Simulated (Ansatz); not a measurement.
# (Cl)2Si(OSiH2)2O (Cl₂H₄O₃Si₃): geometry, orbitals and charge

What does (Cl)2Si(OSiH2)2O (Cl₂H₄O₃Si₃) look like as a singlet, and where do its frontier electrons sit?

Program: Ansatz 0.2.0, Gaussian basis. Level of theory: RKS PBE0-D4/def2-TZVP. These are calculated values, not measurements.

Levels to be run: relaxation at PBE-D4/def2-SVP; a single point at PBE0-D4/def2-TZVP.

2 further runs of the same task are left out: 2 set aside as unsound or not needed.

### Step 1. The system as given

12 atoms, charge 0, spin multiplicity 1.

Atoms are counted from 1 here; the program's logs count them from 0.

Bond lengths: Si1–Cl2 1.983 Å, Si1–Cl3 1.985 Å, Si1–O4 1.614 Å, Si1–O8 1.615 Å, O4–Si5 1.636 Å, Si5–O6 1.625 Å, Si5–H9 1.450 Å, Si5–H10 1.450 Å, O6–Si7 1.625 Å, Si7–O8 1.635 Å, Si7–H11 1.451 Å, Si7–H12 1.450 Å. Angles: Cl2–Si1–Cl3 114.8°, Cl2–Si1–O4 108.1°, Cl2–Si1–O8 108.0°, Cl3–Si1–O4 108.1°, Cl3–Si1–O8 108.1°, O4–Si1–O8 109.7°, Si1–O4–Si5 131.1°, O4–Si5–O6 107.7°, O4–Si5–H9 105.6°, O4–Si5–H10 105.7°, O6–Si5–H9 107.8°, O6–Si5–H10 107.6°, H9–Si5–H10 121.7°, Si5–O6–Si7 132.8°, O6–Si7–O8 107.7°, O6–Si7–H11 107.7°, O6–Si7–H12 107.7°, O8–Si7–H11 105.7° and more.

The start is a GFN2-xTB geometry.

### Step 2. Relaxation at PBE-D4/def2-SVP

File in.yaml:

```yaml
crystal:
  periodic: [false, false, false]
  atoms:
    - {symbol: Si, position_ang: [-1.150650, 0.996660, -0.587350]}
    - {symbol: Cl, position_ang: [-0.943010, 2.968420, -0.624100]}
    - {symbol: Cl, position_ang: [-2.868610, 0.326720, -1.322100]}
    - {symbol: O, position_ang: [-1.038860, 0.509510, 0.947690]}
    - {symbol: Si, position_ang: [0.039050, -0.473760, 1.686880]}
    - {symbol: O, position_ang: [1.113510, -0.957150, 0.568210]}
    - {symbol: Si, position_ang: [1.265450, -0.654100, -1.020970]}
    - {symbol: O, position_ang: [0.049850, 0.351120, -1.452820]}
    - {symbol: H, position_ang: [-0.717550, -1.637930, 2.106270]}
    - {symbol: H, position_ang: [0.743280, 0.361400, 2.640460]}
    - {symbol: H, position_ang: [1.020550, -1.895290, -1.732500]}
    - {symbol: H, position_ang: [2.487000, 0.104410, -1.209680]}
basis:
  gaussian: {orbitals: def2-SVP}
hamiltonian: {xc: pbe, dispersion: d4}
scf: {lower_state_search: "off"}
output: {orbitals: {seedname: orbitals}}
relax: {f_tol: 0.02, max_steps: 100}
```

Run with:

```
ansatz run in.yaml --threads 2 --pin off --events-out ev --progress --plain --max-ram 32768MiB --backend cpu
```

After this run come: Single point, PBE0-D4/def2-TZVP.

Before running them: what should the planned runs give, taken together? Wanted: point group; commonest bond, hydrogen aside; HOMO, LUMO at PBE0-D4/def2-TZVP; dipole at PBE-D4/def2-SVP.

The runs gave:

```
                       quantity                           value
                    point group                             C2v
 commonest bond, hydrogen aside  O–Si, 6 of mean length 1.674 Å
HOMO, LUMO at PBE0-D4/def2-TZVP                 -8.91, -0.27 eV
      dipole at PBE-D4/def2-SVP                          1.76 D
```

In words: The molecule keeps its bonding pattern by the stored test; the atoms moved 0.13 Å (rms). No usable vibrations, so a minimum isn't proven. The HOMO lies nearest to O6 21 %; 4 H atoms about 13 % each and the LUMO to Si1 13 %; Si5, Si7 about 9 % each.
